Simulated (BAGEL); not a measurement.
# triplet CH3BrGe at 3 levels

Aim: a comparison of 3 runs (ROHF/cc-pVDZ, ROHF/6-31G*, UHF/6-31G*) of triplet CH3BrGe. 

The calculation is run with BAGEL 1.2.2.

### Step 1. The structure to begin with

CH3BrGe: 6 atoms, total charge 0, spin state triplet. SMILES of the parent species: `[CH3][Ge][Br]`. The shape is that of a PBE0-D4/def2-TZVP optimisation. That shape belongs to the parent species and isn't relaxed for this state.

Bond lengths: C1–Ge2 1.985 Å, Ge2–Br3 2.358 Å, C1–H4 1.094 Å, C1–H5 1.092 Å, C1–H6 1.094 Å. Angles: C1–Ge2–Br3 96.4°, Ge2–C1–H4 109.5°, Ge2–C1–H5 111.1°, Ge2–C1–H6 109.9°, H4–C1–H5 109.4°, H4–C1–H6 107.2°, H5–C1–H6 109.5°.

### Step 2. A single-point energy at ROHF/cc-pVDZ (density fitting with qzvpp-jkfit) (run 1)

job.json reads:

```json
{ "bagel": [

{
  "title": "molecule",
  "basis": "cc-pvdz.json",
  "df_basis": "qzvpp-jkfit",
  "angstrom": true,
  "geometry": [
    { "atom": "C", "xyz": [      -0.427600,       0.399000,      -0.270700 ] },
    { "atom": "Ge", "xyz": [       0.170800,      -0.356300,       1.464600 ] },
    { "atom": "Br", "xyz": [       1.884400,      -1.715100,       0.583800 ] },
    { "atom": "H", "xyz": [       0.401600,       0.936200,      -0.741200 ] },
    { "atom": "H", "xyz": [      -1.269700,       1.080800,      -0.133600 ] },
    { "atom": "H", "xyz": [      -0.717300,      -0.408600,      -0.949200 ] }
  ]
},

{
  "title": "rohf",
  "nopen": 2
},

{
  "title": "print",
  "file": "orbitals.molden",
  "orbitals": true
}

]}
```

The basis set cc-pVDZ is read from a file made from the Basis Set Exchange's data (not shown).

Launch:

```sh
$ BAGEL_NUM_THREADS=1 BAGEL job.json > job.out
```

Log:

```text
* using 1 threads per process

  ===============================================================
  ===============================================================

  *** Geometry ***

  { "atom" : "C", "xyz" : [     -0.808047,      0.754001,     -0.511549 ] },
  { "atom" : "Ge", "xyz" : [      0.322765,     -0.673309,      2.767693 ] },
  { "atom" : "Br", "xyz" : [      3.561000,     -3.241069,      1.103222 ] },
  { "atom" : "H", "xyz" : [      0.758914,      1.769162,     -1.400665 ] },
  { "atom" : "H", "xyz" : [     -2.399385,      2.042416,     -0.252467 ] },
  { "atom" : "H", "xyz" : [     -1.355501,     -0.772142,     -1.793728 ] },

  Number of auxiliary basis functions:      661

  Since a DF basis is specified, we compute 2- and 3-index integrals:
    o Being stored without compression. Storage requirement is 0.036 GB

  Number of basis functions:       83
  Number of electrons      :       76

    * METHOD: MOLECULE                             0.40

  *** Open-shell HF ***

  === Nuclear Repulsion ===
   381.6709200631

      * DIIS with orbital gradients will be used.

  === ROHF iteration (cc-pvdz.json) ===
      0      -4687.20299776          0.02158444           0.28
      1      -4687.29045793          0.01122249           0.27
      2      -4687.30942188          0.00557815           0.27
      3      -4687.31552513          0.00123071           0.27
      4      -4687.31665981          0.00054074           0.27
      5      -4687.31703416          0.00028563           0.27
      6      -4687.31715245          0.00008274           0.27
      7      -4687.31721409          0.00003831           0.27
      8      -4687.31722186          0.00000992           0.27
      9      -4687.31722562          0.00000415           0.27
     10      -4687.31722615          0.00000167           0.27
     11      -4687.31722635          0.00000074           0.28
     12      -4687.31722617          0.00000030           0.27
     13      -4687.31722618          0.00000013           0.27
     14      -4687.31722617          0.00000004           0.27
     15      -4687.31722619          0.00000001           0.27
     16      -4687.31722619          0.00000000           0.27
    * SCF iteration converged.

    * S^2 (ROHF) is 2.0000

    * Permanent dipole moment:
           (    0.912440,    -0.774197,    -0.123010) a.u.

    * METHOD: ROHF                                 4.93

    * METHOD: PRINT                                0.01

  ===============================================================
```

Wall time 5.7 s (1 thread of Arm Neoverse V2, shared host); peak memory 0.17 GiB.

### Step 3. The energy at ROHF/6-31G(d) (density fitting with qzvpp-jkfit, spherical functions) (run 2)

calc.json reads:

```json
{ "bagel" : [

{
  "title" : "molecule",
  "basis" : "6-31gs.json",
  "df_basis" : "qzvpp-jkfit",
  "angstrom" : true,
  "geometry" : [
    { "atom" : "C", "xyz" : [      -0.427600,       0.399000,      -0.270700 ] },
    { "atom" : "Ge", "xyz" : [       0.170800,      -0.356300,       1.464600 ] },
    { "atom" : "Br", "xyz" : [       1.884400,      -1.715100,       0.583800 ] },
    { "atom" : "H", "xyz" : [       0.401600,       0.936200,      -0.741200 ] },
    { "atom" : "H", "xyz" : [      -1.269700,       1.080800,      -0.133600 ] },
    { "atom" : "H", "xyz" : [      -0.717300,      -0.408600,      -0.949200 ] }
  ]
},

{ "title" : "rohf", "nopen" : 2 },

{ "title" : "print", "file" : "orbitals.molden", "orbitals" : true }

]}
```

The basis set 6-31G* is read from a file made from the Basis Set Exchange's data (not shown).

Launch:

```sh
$ BAGEL_NUM_THREADS=1 BAGEL calc.json > calc.out
```

Log:

```text
* using 1 threads per process

  ===============================================================
  ===============================================================

  *** Geometry ***

  { "atom" : "C", "xyz" : [     -0.808047,      0.754001,     -0.511549 ] },
  { "atom" : "Ge", "xyz" : [      0.322765,     -0.673309,      2.767693 ] },
  { "atom" : "Br", "xyz" : [      3.561000,     -3.241069,      1.103222 ] },
  { "atom" : "H", "xyz" : [      0.758914,      1.769162,     -1.400665 ] },
  { "atom" : "H", "xyz" : [     -2.399385,      2.042416,     -0.252467 ] },
  { "atom" : "H", "xyz" : [     -1.355501,     -0.772142,     -1.793728 ] },

  Number of auxiliary basis functions:      661

  Since a DF basis is specified, we compute 2- and 3-index integrals:
    o Being stored without compression. Storage requirement is 0.037 GB

  Number of basis functions:       84
  Number of electrons      :       76

    * METHOD: MOLECULE                             0.43

  *** Open-shell HF ***

  === Nuclear Repulsion ===
   381.6709200631

      * DIIS with orbital gradients will be used.

  === ROHF iteration (6-31gs.json) ===
      0      -4686.69534130          0.01645794           0.28
      1      -4686.75542599          0.00804450           0.27
      2      -4686.76713624          0.00453374           0.27
      3      -4686.77106414          0.00119011           0.27
      4      -4686.77249072          0.00067281           0.27
      5      -4686.77308658          0.00037082           0.27
      6      -4686.77331934          0.00010840           0.28
      7      -4686.77342261          0.00003828           0.28
      8      -4686.77343382          0.00001732           0.28
      9      -4686.77343668          0.00000526           0.27
     10      -4686.77343703          0.00000222           0.28
     11      -4686.77343734          0.00000099           0.28
     12      -4686.77343723          0.00000034           0.28
     13      -4686.77343725          0.00000017           0.28
     14      -4686.77343725          0.00000007           0.27
     15      -4686.77343726          0.00000004           0.27
     16      -4686.77343726          0.00000002           0.27
     17      -4686.77343726          0.00000001           0.28
    * SCF iteration converged.

    * S^2 (ROHF) is 2.0000

    * Permanent dipole moment:
           (    0.958816,    -0.812408,    -0.132954) a.u.

    * METHOD: ROHF                                 5.28

    * METHOD: PRINT                                0.01

  ===============================================================
```

It took 6 s on 1 thread of Arm Neoverse V2, shared host; peak memory 0.18 GiB.

### Step 4. A single-point energy at UHF/6-31G(d) (density fitting with qzvpp-jkfit, spherical functions) (run 3)

calc.json reads:

```json
{ "bagel": [

{
  "title": "molecule",
  "basis": "6-31gs.json",
  "df_basis": "qzvpp-jkfit",
  "angstrom": true,
  "geometry": [
    { "atom": "C", "xyz": [      -0.427600,       0.399000,      -0.270700 ] },
    { "atom": "Ge", "xyz": [       0.170800,      -0.356300,       1.464600 ] },
    { "atom": "Br", "xyz": [       1.884400,      -1.715100,       0.583800 ] },
    { "atom": "H", "xyz": [       0.401600,       0.936200,      -0.741200 ] },
    { "atom": "H", "xyz": [      -1.269700,       1.080800,      -0.133600 ] },
    { "atom": "H", "xyz": [      -0.717300,      -0.408600,      -0.949200 ] }
  ]
},

{ "title": "uhf", "nopen": 2 },

{ "title": "print", "file": "orbitals.molden", "orbitals": true }

]}
```

The basis set 6-31G* is read from a file made from the Basis Set Exchange's data (not shown).

Launch:

```sh
$ BAGEL_NUM_THREADS=1 BAGEL calc.json > calc.out
```

Log:

```text
* using 1 threads per process

  ===============================================================
  ===============================================================

  *** Geometry ***

  { "atom" : "C", "xyz" : [     -0.808047,      0.754001,     -0.511549 ] },
  { "atom" : "Ge", "xyz" : [      0.322765,     -0.673309,      2.767693 ] },
  { "atom" : "Br", "xyz" : [      3.561000,     -3.241069,      1.103222 ] },
  { "atom" : "H", "xyz" : [      0.758914,      1.769162,     -1.400665 ] },
  { "atom" : "H", "xyz" : [     -2.399385,      2.042416,     -0.252467 ] },
  { "atom" : "H", "xyz" : [     -1.355501,     -0.772142,     -1.793728 ] },

  Number of auxiliary basis functions:      661

  Since a DF basis is specified, we compute 2- and 3-index integrals:
    o Being stored without compression. Storage requirement is 0.037 GB

  Number of basis functions:       84
  Number of electrons      :       76

    * METHOD: MOLECULE                             0.42

  *** Open-shell HF ***

  === Nuclear Repulsion ===
   381.6709200631

      * DIIS with orbital gradients will be used.

  === UHF iteration (6-31gs.json) ===
      0      -4686.69534130          0.01645794           0.28
      1      -4686.76087851          0.00784385           0.27
      2      -4686.77227529          0.00427431           0.27
      3      -4686.77526871          0.00097159           0.27
      4      -4686.77618152          0.00047918           0.27
      5      -4686.77642265          0.00025471           0.27
      6      -4686.77656469          0.00010107           0.27
      7      -4686.77659664          0.00004563           0.27
      8      -4686.77660634          0.00002626           0.27
      9      -4686.77661132          0.00001142           0.27
     10      -4686.77661211          0.00000501           0.27
     11      -4686.77661229          0.00000233           0.27
     12      -4686.77661236          0.00000135           0.27
     13      -4686.77661238          0.00000077           0.27
     14      -4686.77661238          0.00000036           0.27
     15      -4686.77661239          0.00000016           0.27
     16      -4686.77661239          0.00000007           0.27
     17      -4686.77661239          0.00000003           0.27
     18      -4686.77661239          0.00000002           0.27
     19      -4686.77661239          0.00000001           0.27
    * SCF iteration converged.

    * S^2 (UHF) is 2.0105

    * Permanent dipole moment:
           (    0.964780,    -0.821354,    -0.105715) a.u.

    * METHOD: UHF                                  5.77

    * METHOD: PRINT                                0.01

  ===============================================================
```

Wall time 6.6 s (1 thread of Arm Neoverse V2, shared host); peak memory 0.18 GiB.

### Step 5. The series

```
run                                                                level   energy (Eh)  dipole moment (D)   ⟨S²⟩  wall time
  1                      ROHF/cc-pVDZ (density fitting with qzvpp-jkfit)  -4687.317226               3.06  2.000      5.7 s
  2  ROHF/6-31G* (density fitting with qzvpp-jkfit, spherical functions)  -4686.773437               3.21  2.000        6 s
  3   UHF/6-31G* (density fitting with qzvpp-jkfit, spherical functions)  -4686.776612               3.23  2.010      6.6 s
```

### Step 6. What came out

| quantity | value |
| --- | --- |
| run 3: total energy | -4686.77661 Eh |
| run 3: dipole moment | 3.23 D |
| run 3: ⟨S²⟩ | 2.010 |

The dipole moment (its size) runs from 3.06 D (ROHF/cc-pVDZ) to 3.23 D (UHF/6-31G*). The two ends differ in method and basis. All runs together took 18 s, the longest 6.6 s.
